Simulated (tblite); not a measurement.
# C5H13NSi: the cost of one run

The runs use tblite 0.8.0 and PySCF 2.14.0, with density-fitted response routines of our own; the level of theory stands in each step. All values are computed, except where a source is named. Atoms are numbered from 0 throughout.

### Step 1. The molecule as given

20 atoms, charge 0, multiplicity 1; geometry from: force field or distance geometry start.

Bonds of the start (Å): C0–Si1 1.88, Si1–N2 1.76, N2–C3 1.44, C3–C4 1.51, C4–C5 1.51, C5–C6 1.52, C6–N2 1.45, C0–H7 1.10, C0–H8 1.10, C0–H9 1.11, Si1–H10 1.45, Si1–H11 1.48, C3–H12 1.09, C3–H13 1.12, C4–H14 1.11, C4–H15 1.10, C5–H16 1.10, C5–H17 1.09, C6–H18 1.13, C6–H19 1.09.

### Step 2. Geometry optimisation with GFN2-xTB

Job settings and geometry (Å):

```
{"job": {"kind": "relax", "xc": "GFN2-xTB", "basis": "xTB"}, "charge": 0, "multiplicity": 1}
C      2.789100     0.525800    -0.153300
Si     1.554700    -0.882600    -0.310000
N     -0.008400    -0.487400     0.405500
C     -1.124200    -1.207400    -0.150700
C     -2.081900    -0.183200    -0.704800
C     -1.837800     0.971000     0.236600
C     -0.324800     0.925000     0.356200
H      3.170900     0.873000    -1.119900
H      2.260500     1.329900     0.378700
H      3.637300     0.215200     0.494200
H      1.503300    -1.241300    -1.717000
H      2.148500    -2.029700     0.419800
H     -0.867000    -1.989500    -0.860300
H     -1.638700    -1.702900     0.718100
H     -1.770900     0.056400    -1.743500
H     -3.091000    -0.608500    -0.613700
H     -2.266700     0.738900     1.223300
H     -2.192300     1.908200    -0.197300
H     -0.069000     1.348100     1.369800
H      0.203200     1.451600    -0.444300
```

Command:

```console
$ OMP_NUM_THREADS=1 python probes_run.py task.json out
```

The driver reads the jobs from task.json and runs them one after another.

**Question.** How long does this first job take on 1 thread of Arm Neoverse V1, shared host, and how much memory does it need?

About 1.1 s, with a peak of 0.18 GiB.
